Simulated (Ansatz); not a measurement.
# Si₂H₃F₃: up Jacob's ladder to CCSD(T)

How much do the methods differ for Si₂H₃F₃? The plan is to run it at one geometry with functionals of several rungs and with coupled cluster. The yardstick is the atomisation energy at the CCSD(T) limit.

Program: Ansatz 0.2.0, Gaussian basis. Level of theory: functionals in def2-TZVPP, the program's frozen cores in correlated methods. These are calculated values, not measurements.

Plan: LDA (SPW92), PBE-D4, revPBE-D4, BLYP-D4, r2SCAN-D4, B97M-V, PBE0-D4, B3LYP-D4, r2SCANh-D4, r2SCAN0-D4, HSE06-D4, BHLYP-D4, CAM-B3LYP-D4, LC-ωPBE, ωB97X-V, ωB97M-V, B2PLYP, PBE-QIDH; CCSD(T)/def2-SVP; CCSD(T)/def2-TZVPP; MP2/def2-QZVPP; extrapolation to the limit; RPA on PBE.

### Step 1. The relaxed structure

All runs share one geometry, relaxed beforehand with PBE0-D4 in a triple-zeta def2 set.

SMILES `F[Si](F)(F)[SiH3]`, 8 atoms, charge 0, spin multiplicity 1.

Atoms are counted from 1 here; the program's logs count them from 0.

Bond lengths: F1–Si2 1.582 Å, Si2–F3 1.582 Å, Si2–F4 1.582 Å, Si2–Si5 2.329 Å, Si5–H6 1.484 Å, Si5–H7 1.484 Å, Si5–H8 1.484 Å. Angles: F1–Si2–F3 107.0°, F1–Si2–F4 107.0°, F1–Si2–Si5 111.9°, F3–Si2–F4 107.0°, F3–Si2–Si5 111.9°, F4–Si2–Si5 111.9°, Si2–Si5–H6 108.7°, Si2–Si5–H7 108.7°, Si2–Si5–H8 108.7°, H6–Si5–H7 110.2°, H6–Si5–H8 110.2°, H7–Si5–H8 110.2°.

As a file:

```mol
F3H3Si2
  3D, bonds by distance, orders not assigned

  8  7  0  0  0  0  0  0  0  0999 V2000
    1.3105   -1.0605    1.5048 F   0  0
    0.5344   -0.9905    0.1285 Si  0  0
   -0.4793   -2.2045    0.1079 F   0  0
    1.5956   -1.2559   -1.0139 F   0  0
   -0.5507    1.0504   -0.1526 Si  0  0
   -1.5256    1.2279    0.9519 H   0  0
    0.4606    2.1358   -0.1228 H   0  0
   -1.2533    1.0404   -1.4595 H   0  0
  1  2  8  0
  2  3  8  0
  2  4  8  0
  2  5  8  0
  5  6  8  0
  5  7  8  0
  5  8  8  0
M  END
```

### Step 2. LDA

This LDA is Slater exchange with PW92 correlation.

in.yaml reads:

```yaml
crystal:
  periodic: [false, false, false]
  atoms:
    - {symbol: F, position_ang: [1.310483, -1.060487, 1.504806]}
    - {symbol: Si, position_ang: [0.534365, -0.990544, 0.128451]}
    - {symbol: F, position_ang: [-0.479270, -2.204519, 0.107930]}
    - {symbol: F, position_ang: [1.595611, -1.255947, -1.013888]}
    - {symbol: Si, position_ang: [-0.550736, 1.050425, -0.152602]}
    - {symbol: H, position_ang: [-1.525587, 1.227861, 0.951869]}
    - {symbol: H, position_ang: [0.460612, 2.135766, -0.122754]}
    - {symbol: H, position_ang: [-1.253277, 1.040445, -1.459511]}
basis:
  gaussian: {orbitals: def2-TZVPP}
hamiltonian: {xc: lda}
output: {orbitals: {seedname: orbitals}}
```

The runs that follow: PBE-D4 (GGA); revPBE-D4 (GGA); BLYP-D4 (GGA); r2SCAN-D4 (meta-GGA); B97M-V (meta-GGA); PBE0-D4 (hybrid); B3LYP-D4 (hybrid); r2SCANh-D4 (hybrid); r2SCAN0-D4 (hybrid); HSE06-D4 (hybrid); BHLYP-D4 (hybrid); CAM-B3LYP-D4 (range-separated); LC-ωPBE-D4 (range-separated); ωB97X-V (range-separated); ωB97M-V (range-separated); B2PLYP (double hybrid); PBE-QIDH (double hybrid); CCSD(T) in def2-SVP; CCSD(T) in def2-TZVPP; MP2 in def2-QZVPP; RPA on PBE orbitals.

Q: Predict the results of all the runs planned. Wanted: atomisation energy, CCSD(T)/CBS; farthest beyond LDA; mean size of error, GGA; mean size of error, meta-GGA; mean size of error, hybrid; mean size of error, range-separated; mean size of error, double hybrid; gap, smallest and largest; T1 diagnostic.

**Answer**, as computed:

```
                               quantity                                      value
        atomisation energy, CCSD(T)/CBS                              3016.8 kJ/mol
 functionals within 15.1 kJ/mol (0.5 %)              B97M-V, CAM-B3LYP-D4, ωB97X-V
                    farthest beyond LDA                   BHLYP-D4 (-122.9 kJ/mol)
                mean size of error, GGA                                54.9 kJ/mol
           mean size of error, meta-GGA                                16.6 kJ/mol
             mean size of error, hybrid                                73.8 kJ/mol
    mean size of error, range-separated                                20.0 kJ/mol
      mean size of error, double hybrid                                61.0 kJ/mol
              gap, smallest and largest  6.82 eV (LDA (SPW92)), 13.98 eV (LC-ωPBE)
                          T1 diagnostic                                     0.0127
triples share of the correlation energy                                      2.8 %
```

The LDA atomisation energy is off by 364.9 kJ/mol (12 %): it overbinds. PBE-D4 misses by -20.4 kJ/mol. Double hybrids carry the basis error of their MP2 part in triple zeta, and no dispersion term here, so their miss is partly the set-up's. Taken by rung, meta-GGA functionals do best (16.6 kJ/mol on average) and hybrid ones worst beyond LDA (73.8 kJ/mol). The gap between the best rungs is small, so their order is not settled. The mean of the hybrids holds BHLYP, with half exact exchange. The reference freezes the cores and leaves out relativity and excitations past (T), so misses under about 15.1 kJ/mol can't be ranked. Hartree-Fock recovers 75 % of the binding; the rest is correlation. CCSD(T) in def2-SVP is off by -278.7 kJ/mol, worse than the median functional, from the basis alone. The gap grows from 6.8 to 14.0 eV across the functionals, mostly with the share of exact exchange.
